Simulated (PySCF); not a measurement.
**One shape, several levels: GaCl3 (gallium trichloride (monomer))**

We compute a comparison of 6 runs (B3LYP/aug-cc-pVDZ, CAM-B3LYP/aug-cc-pVDZ, M06-2X/aug-cc-pVDZ, PBE0/aug-cc-pVDZ, r2SCAN/aug-cc-pVDZ, revPBE/aug-cc-pVDZ) of GaCl3 (gallium trichloride (monomer)). Input form: a Python script.

Program for the calculation: PySCF 2.14.0.

## 1. The structure to begin with

The species is GaCl3 (4 atoms), meant as a singlet with charge 0. As SMILES, `[Cl][Ga]([Cl])[Cl]`. The coordinates come from a PBE0-D4/def2-TZVP relaxation.

Bond lengths: Cl1–Ga2 2.112 Å, Ga2–Cl3 2.112 Å, Ga2–Cl4 2.112 Å. Angles: Cl1–Ga2–Cl3 120.0°, Cl1–Ga2–Cl4 120.0°, Cl3–Ga2–Cl4 120.0°.

## 2. A single-point energy at B3LYP/aug-cc-pVDZ (run 1)

mol.xyz reads:

```xyz
4
Cl3Ga
Cl     0.866700     0.371400     1.887500
Ga     0.013800    -0.015100    -0.005100
Cl    -0.090300    -1.995000    -0.731600
Cl    -0.734700     1.578300    -1.171100
```

calc.py reads:

```python
# [Cl][Ga]([Cl])[Cl]
from pyscf import gto, dft

mol = gto.M(
    atom='mol.xyz',
    max_memory=1860,
    basis='aug-cc-pvdz',
    verbose=3,
    spin=0,
)

calc0 = dft.RKS(mol, xc='b3lyp')
calc0.grids.level = 5
calc0.conv_tol = 1e-10
calc0.kernel()
if not calc0.converged:
    calc0 = calc0.newton().run(calc0.mo_coeff, calc0.mo_occ)

etot = calc0.e_tot
print('Final energy', etot)
```

Launch:

```
$ OMP_NUM_THREADS=1 python calc.py
```

Output:

```text
converged SCF energy = -3305.69567121918
Final energy -3305.69567121918
```

It took 23 s on 1 thread of Intel Xeon at 2.70GHz, shared host; peak memory 0.66 GiB.

## 3. The energy at CAM-B3LYP/aug-cc-pVDZ (run 2)

calc.py reads:

```python
from pyscf import gto, dft

system = gto.Mole()
system.atom = [
    ('Cl', (0.866700, 0.371400, 1.887500)),
    ('Ga', (0.013800, -0.015100, -0.005100)),
    ('Cl', (-0.090300, -1.995000, -0.731600)),
    ('Cl', (-0.734700, 1.578300, -1.171100)),
]
system.verbose = 3
system.max_memory = 1860
system.basis = 'aug-cc-pvdz'
system.charge = 0
system.build()

mf = dft.RKS(system)
mf.xc = 'cam-b3lyp'
mf.conv_tol = 1e-10
mf.grids.level = 5
mf.kernel()
if not mf.converged:
    mf = mf.newton().run(mf.mo_coeff, mf.mo_occ)

e_final = mf.e_tot
print('Final energy', e_final)
```

Launch:

```
$ OMP_NUM_THREADS=1 python calc.py
```

Output:

```text
converged SCF energy = -3305.76483222969
Final energy -3305.764832229694
```

It took 50 s on 1 thread of Intel Xeon at 2.70GHz, shared host; peak memory 0.66 GiB.

Runs 3 to 4 aren't shown in full; the table further down has their settings and results.

## 4. A single-point energy at r2SCAN/aug-cc-pVDZ (run 5)

job.py reads:

```python
from pyscf import gto, dft

mol = gto.M(
    atom='Cl 0.866700 0.371400 1.887500; Ga 0.013800 -0.015100 -0.005100; Cl -0.090300 -1.995000 -0.731600; Cl -0.734700 1.578300 -1.171100',
    verbose=4,
    max_memory=1860,
    basis='aug-cc-pvdz',
    charge=0,
)

myscf = dft.RKS(mol)
myscf.xc = 'r2scan'
myscf.conv_tol = 1e-10
myscf.grids.level = 5
myscf.kernel()
if not myscf.converged:
    myscf = myscf.newton().run(myscf.mo_coeff, myscf.mo_occ)

e_final = myscf.e_tot
print('E = %.10f Eh' % e_final)
```

Launch:

```
$ OMP_NUM_THREADS=1 python job.py
```

Output:

```text
PySCF version 2.14.0

[... 73 lines left out ...]
converged SCF energy = -3305.50681069375
E = -3305.5068106938 Eh
```

Wall time 35 s (1 thread of Intel Xeon at 2.70GHz, shared host); peak memory 0.66 GiB.

## 5. A single-point energy at revPBE/aug-cc-pVDZ (run 6)

run.py reads:

```python
from pyscf import gto, dft

mol = gto.M(
    atom='''
Cl     1.637826     0.701844     3.566858
Ga     0.026078    -0.028535    -0.009638
Cl    -0.170642    -3.770004    -1.382524
Cl    -1.388382     2.982555    -2.213058
''',
    basis='aug-cc-pvdz',
    max_memory=1860,
    charge=0,
    verbose=3,
    unit='bohr',
    spin=0,
)

ks = dft.RKS(mol)
ks.xc = 'revpbe'
ks.grids.level = 5
ks.conv_tol = 1e-10
ks.kernel()
if not ks.converged:
    ks = ks.newton().run(ks.mo_coeff, ks.mo_occ)

e_final = ks.e_tot
print('E(%s) = %.9f' % ('REVPBE', e_final))
```

Launch:

```
$ OMP_NUM_THREADS=1 python run.py
```

Output:

```text
converged SCF energy = -3305.20518324171
E(REVPBE) = -3305.205183242
```

It took 25 s on 1 thread of Intel Xeon at 2.70GHz, shared host; peak memory 0.66 GiB.

## 6. All runs side by side

| run | level | energy (Eh) | dipole moment (D) | HOMO energy (eV) | LUMO energy (eV) | wall time |
| --- | --- | --- | --- | --- | --- | --- |
| 1 | B3LYP/aug-cc-pVDZ | -3305.695671 | 0.00 | -9.20 | -2.49 | 23 s |
| 2 | CAM-B3LYP/aug-cc-pVDZ | -3305.764832 | 0.00 | -10.87 | -1.26 | 50 s |
| 3 | M06-2X/aug-cc-pVDZ | -3305.562894 | 0.00 | -10.80 | -1.35 | 33 s |
| 4 | PBE0/aug-cc-pVDZ | -3304.904460 | 0.00 | -9.50 | -2.18 | 22 s |
| 5 | r2SCAN/aug-cc-pVDZ | -3305.506811 | 0.00 | -8.44 | -2.79 | 35 s |
| 6 | revPBE/aug-cc-pVDZ | -3305.205183 | 0.00 | -8.03 | -2.97 | 25 s |

## 7. What came out

```
            quantity           value
 run 6: total energy  -3305.20518 Eh
run 6: dipole moment          0.00 D
  run 6: HOMO energy        -8.03 eV
  run 6: LUMO energy        -2.97 eV
run 6: HOMO–LUMO gap         5.06 eV
```

What this shows: The HOMO–LUMO gap runs from 5.06 eV (revPBE/aug-cc-pVDZ) to 9.61 eV (CAM-B3LYP/aug-cc-pVDZ). Totals of different functionals can't be ranked against each other. All runs together took 3.1 min, the longest 50 s.
